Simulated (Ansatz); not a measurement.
**C₃H₅AlO: up Jacob's ladder to CCSD(T)**

One table from this session's results is given with a row withheld; the runs are named, their logs left out.

Program: Ansatz 0.2.0, Gaussian basis. Level of theory: functionals in def2-TZVPP, the program's frozen cores in correlated methods. These are calculated values, not measurements.

The runs, in order: LDA (SPW92), PBE-D4, revPBE-D4, BLYP-D4, r2SCAN-D4, B97M-V, PBE0-D4, B3LYP-D4, r2SCANh-D4, r2SCAN0-D4, HSE06-D4, BHLYP-D4, CAM-B3LYP-D4, LC-ωPBE, ωB97X-V, ωB97M-V, B2PLYP, PBE-QIDH; CCSD(T)/def2-SVP; CCSD(T)/def2-TZVPP; MP2/def2-QZVPP; extrapolation to the limit; RPA on PBE.

## Structure used throughout

The geometry comes from an earlier relaxation with PBE0-D4 in a triple-zeta def2 set; it is a stationary point, not always the lowest conformer.

SMILES `C1=[CH][AlH][CH2]O1`, 10 atoms, charge 0, spin multiplicity 1.

Atoms are counted from 1 here; the program's logs count them from 0.

Bond lengths: C1–C2 1.350 Å, C1–O5 1.341 Å, C1–H6 1.089 Å, C2–Al3 1.895 Å, C2–H7 1.082 Å, Al3–C4 1.979 Å, Al3–H8 1.582 Å, C4–O5 1.446 Å, C4–H9 1.095 Å, C4–H10 1.095 Å. Angles: C2–C1–O5 125.5°, C2–C1–H6 124.9°, O5–C1–H6 109.6°, C1–C2–Al3 104.8°, C1–C2–H7 116.9°, Al3–C2–H7 138.2°, C2–Al3–C4 90.5°, C2–Al3–H8 137.8°, C4–Al3–H8 131.7°, Al3–C4–O5 103.9°, Al3–C4–H9 116.1°, Al3–C4–H10 116.3°, O5–C4–H9 106.7°, O5–C4–H10 106.7°, H9–C4–H10 106.4°, C1–O5–C4 115.3°.

Set-up of the first run:

Contents of in.yaml:

```yaml
crystal:
  periodic: [false, false, false]
  atoms:
    - {symbol: C, position_ang: [-0.770795, 0.377067, -1.007158]}
    - {symbol: C, position_ang: [-0.541270, -0.949490, -0.900854]}
    - {symbol: Al, position_ang: [0.586134, -1.127379, 0.611719]}
    - {symbol: C, position_ang: [0.556703, 0.832588, 0.883930]}
    - {symbol: O, position_ang: [-0.281316, 1.319940, -0.189136]}
    - {symbol: H, position_ang: [-1.385595, 0.843059, -1.775905]}
    - {symbol: H, position_ang: [-1.007629, -1.587867, -1.639143]}
    - {symbol: H, position_ang: [1.303760, -2.289818, 1.409047]}
    - {symbol: H, position_ang: [0.105591, 1.181650, 1.818390]}
    - {symbol: H, position_ang: [1.517516, 1.348950, 0.792009]}
basis:
  gaussian: {orbitals: def2-TZVPP}
hamiltonian: {xc: lda}
output: {orbitals: {seedname: orbitals}}
```

Launch:

```console
> ansatz run in.yaml --threads 2 --pin off --events-out ev --progress --plain --max-ram 4352MiB
```

Among the steps run: LDA; PBE-D4 (GGA); revPBE-D4 (GGA); BLYP-D4 (GGA); r2SCAN-D4 (meta-GGA); B97M-V (meta-GGA); PBE0-D4 (hybrid); B3LYP-D4 (hybrid); r2SCANh-D4 (hybrid); r2SCAN0-D4 (hybrid); HSE06-D4 (hybrid); BHLYP-D4 (hybrid); CAM-B3LYP-D4 (range-separated); LC-ωPBE (range-separated); ωB97X-V (range-separated); ωB97M-V (range-separated); B2PLYP (double hybrid); PBE-QIDH (double hybrid).

One of the session's tables, all rows but one given; the rest of the session is left out.

It belongs to the step «Frontier levels by functional». 

```
  functional  HOMO (eV)  gap (eV)
 LDA (SPW92)      -5.85      3.75
      PBE-D4      -5.65      3.78
   revPBE-D4      -5.57      3.81
     BLYP-D4      -5.48      3.73
   r2SCAN-D4      -5.83      4.24
      B97M-V      -5.86      4.15
     PBE0-D4      -6.75      5.65
    B3LYP-D4      -6.52      5.21
  r2SCANh-D4          ?         ?
  r2SCAN0-D4      -6.89      5.96
    HSE06-D4      -6.35      4.89
    BHLYP-D4      -7.71      7.40
CAM-B3LYP-D4      -8.01      7.84
     LC-ωPBE      -9.32     10.21
     ωB97X-V      -8.99      9.78
     ωB97M-V      -8.92      9.47
```

Estimate the missing values for r2SCANh-D4.

Worked estimate for «HOMO (eV)». Against the share of exact exchange, r2SCAN-D4 (0, -5.83), r2SCAN0-D4 (0.25, -6.89) give a slope of -4.24 per unit share; at 0.1 the line stands at -6.25.

The run gave: HOMO (eV): -6.26; gap (eV): 4.93. In «HOMO (eV)» the line misses by +0.01.
